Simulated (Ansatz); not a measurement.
# C2H7B2Cl: up Jacob's ladder to CCSD(T)

Aim: compute C2H7B2Cl with functionals from several rungs and with coupled cluster, and see how far each lands from CCSD(T) at the basis-set limit for the atomisation energy.

Computed with Ansatz 0.2.0, Gaussian basis. Level: functionals in def2-TZVPP, the program's frozen cores in correlated methods.

Levels to be run: PBE-D4, r2SCAN-D4, PBE0-D4, B3LYP-D4, ωB97X-V, ωB97M-V, B2PLYP; CCSD(T)/def2-TZVPP; MP2/def2-QZVPP; extrapolation to the limit.

## Step 1: The geometry

The geometry comes from an earlier relaxation with PBE0-D4 in a triple-zeta def2 set; it is a stationary point, not always the lowest conformer.

SMILES `BCB(C)Cl`, 12 atoms, charge 0, spin multiplicity 1.

Atoms are counted from 1 here; the program's logs count them from 0.

Bond lengths: B1–C2 1.552 Å, B1–H6 1.196 Å, B1–H7 1.198 Å, C2–B3 1.564 Å, C2–H8 1.099 Å, C2–H9 1.090 Å, B3–C4 1.557 Å, B3–Cl5 1.769 Å, C4–H10 1.092 Å, C4–H11 1.092 Å, C4–H12 1.098 Å. Angles: C2–B1–H6 121.3°, C2–B1–H7 120.0°, H6–B1–H7 118.7°, B1–C2–B3 106.6°, B1–C2–H8 107.3°, B1–C2–H9 113.5°, B3–C2–H8 104.8°, B3–C2–H9 112.2°, H8–C2–H9 111.9°, C2–B3–C4 124.0°, C2–B3–Cl5 118.0°, C4–B3–Cl5 118.0°, B3–C4–H10 113.1°, B3–C4–H11 112.5°, B3–C4–H12 107.9°, H10–C4–H11 109.5°, H10–C4–H12 107.5°, H11–C4–H12 105.9°.

## Step 2: PBE-D4 (GGA)

Input file in.yaml:

```yaml
crystal:
  periodic: [false, false, false]
  atoms:
    - {symbol: B, position_ang: [-1.718350, 0.516251, 0.296583]}
    - {symbol: C, position_ang: [-0.391189, 0.274241, 1.063684]}
    - {symbol: B, position_ang: [0.754589, 0.314883, -0.000705]}
    - {symbol: C, position_ang: [1.111525, -0.872686, -0.942306]}
    - {symbol: Cl, position_ang: [1.702831, 1.801109, -0.142165]}
    - {symbol: H, position_ang: [-2.321833, 1.542681, 0.408432]}
    - {symbol: H, position_ang: [-2.138496, -0.318685, -0.452820]}
    - {symbol: H, position_ang: [-0.405959, -0.764839, 1.421864]}
    - {symbol: H, position_ang: [-0.224529, 0.981366, 1.875627]}
    - {symbol: H, position_ang: [0.334746, -1.638732, -0.979931]}
    - {symbol: H, position_ang: [1.349572, -0.544123, -1.956595]}
    - {symbol: H, position_ang: [2.024095, -1.346766, -0.557671]}
basis:
  gaussian: {orbitals: def2-TZVPP}
hamiltonian: {xc: pbe, dispersion: d4}
output: {forces: true, orbitals: {seedname: orbitals}}
```

The run is started by

```
$ ansatz run in.yaml --threads 4 --pin off --events-out ev --progress --plain --max-ram 10444MiB
```

Further steps of the session: r2SCAN-D4 (meta-GGA); PBE0-D4 (hybrid); B3LYP-D4 (hybrid); ωB97X-V (range-separated); ωB97M-V (range-separated); B2PLYP (double hybrid); CCSD(T) in def2-TZVPP; MP2 in def2-QZVPP.

**Question.** What will the summary of the whole plan be? Wanted: atomisation energy, CCSD(T)/CBS; farthest; mean size of error, hybrid; mean size of error, range-separated; gap, smallest and largest; T1 diagnostic; triples share of the correlation energy.

**Answer**, as computed:

| quantity | value |
| --- | --- |
| atomisation energy, CCSD(T)/CBS | 1083.9 kcal/mol |
| functionals within 5.4 kcal/mol (0.5 %) | B2PLYP |
| farthest | PBE-D4 (+24.0 kcal/mol) |
| mean size of error, hybrid | 11.4 kcal/mol |
| mean size of error, range-separated | 9.3 kcal/mol |
| gap, smallest and largest | 4.24 eV (PBE-D4), 11.14 eV (ωB97X-V) |
| T1 diagnostic | 0.0114 |
| triples share of the correlation energy | 3.9 % |

PBE-D4 is off by +24.0 kcal/mol. Double hybrids carry the basis error of their MP2 part in triple zeta, and no dispersion term here, so their miss is partly the set-up's. The reference freezes the cores and leaves out relativity and excitations past (T), so misses under about 5.4 kcal/mol can't be ranked. Hartree-Fock recovers 79 % of the binding; the rest is correlation. Orbital gaps span 4.2 to 11.1 eV; exact exchange widens them.
